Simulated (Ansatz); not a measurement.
**BGeH₇Si: how energies converge with the basis set**

An exercise on one series of results from a longer session: the logs are not shown, and one member is left open.

Computed with Ansatz 0.2.0, Gaussian basis. Level: one geometry, several basis sets.

Levels to be run: PBE0-D4/def2-SVP; ωB97M-V/def2-SVP; PBE0-D4/def2-QZVPP; ωB97M-V/def2-QZVPP; the functionals' def2-TZVPP values are taken from earlier runs.

### Structure used throughout

The geometry comes from an earlier relaxation with PBE0-D4 in a triple-zeta def2 set; it is a stationary point, not always the lowest conformer.

SMILES `[BH2][GeH2][SiH3]`, 10 atoms, charge 0, spin multiplicity 1.

Atoms are counted from 1 here; the program's logs count them from 0.

Bond lengths: B1–Ge2 2.040 Å, B1–H4 1.194 Å, B1–H5 1.194 Å, Ge2–Si3 2.394 Å, Ge2–H6 1.540 Å, Ge2–H7 1.540 Å, Si3–H8 1.487 Å, Si3–H9 1.487 Å, Si3–H10 1.487 Å. Angles: Ge2–B1–H4 120.6°, Ge2–B1–H5 120.5°, H4–B1–H5 118.8°, B1–Ge2–Si3 105.9°, B1–Ge2–H6 114.2°, B1–Ge2–H7 114.1°, Si3–Ge2–H6 106.8°, Si3–Ge2–H7 106.8°, H6–Ge2–H7 108.4°, Ge2–Si3–H8 110.0°, Ge2–Si3–H9 110.3°, Ge2–Si3–H10 110.3°, H8–Si3–H9 108.8°, H8–Si3–H10 108.8°, H9–Si3–H10 108.6°.

Set-up of the first run:

in.yaml reads:

```yaml
crystal:
  periodic: [false, false, false]
  atoms:
    - {symbol: B, position_ang: [-1.839176, 0.598849, -0.375972]}
    - {symbol: Ge, position_ang: [0.147276, 0.975459, -0.102858]}
    - {symbol: Si, position_ang: [1.163640, -1.147907, 0.334381]}
    - {symbol: H, position_ang: [-2.587789, 0.578093, 0.554492]}
    - {symbol: H, position_ang: [-2.258717, 0.314464, -1.457451]}
    - {symbol: H, position_ang: [0.459498, 1.876651, 1.106188]}
    - {symbol: H, position_ang: [0.853069, 1.560774, -1.340174]}
    - {symbol: H, position_ang: [2.628666, -0.980172, 0.523932]}
    - {symbol: H, position_ang: [0.586284, -1.751600, 1.564472]}
    - {symbol: H, position_ang: [0.930350, -2.075610, -0.804010]}
basis:
  gaussian: {orbitals: def2-SVP}
hamiltonian: {xc: pbe0, dispersion: d4}
output: {orbitals: {seedname: orbitals}}
```

Launch:

```sh
$ ansatz run in.yaml --threads 2 --pin off --events-out ev --progress --plain --max-ram 4352MiB
```

Steps of the session up to this table: PBE0-D4 in def2-SVP; ωB97M-V in def2-SVP; PBE0-D4 in def2-QZVPP; ωB97M-V in def2-QZVPP.

One table of the session follows, with a row left open; its other results are not shown here.

It belongs to the step «Density functionals: the series». 

| functional | basis | HOMO (eV) | LUMO (eV) |
| --- | --- | --- | --- |
| PBE0-D4 | def2-SVP | -7.90 | -2.40 |
| PBE0-D4 | def2-TZVPP | ? | ? |
| PBE0-D4 | def2-QZVPP | -7.88 | -2.44 |
| ωB97M-V | def2-SVP | -9.88 | -0.39 |
| ωB97M-V | def2-TZVPP | -9.88 | -0.53 |
| ωB97M-V | def2-QZVPP | -9.88 | -0.57 |

Q: Estimate the row for PBE0-D4, def2-TZVPP from the others.

**Answer.** HOMO (eV): -7.88; LUMO (eV): -2.43.
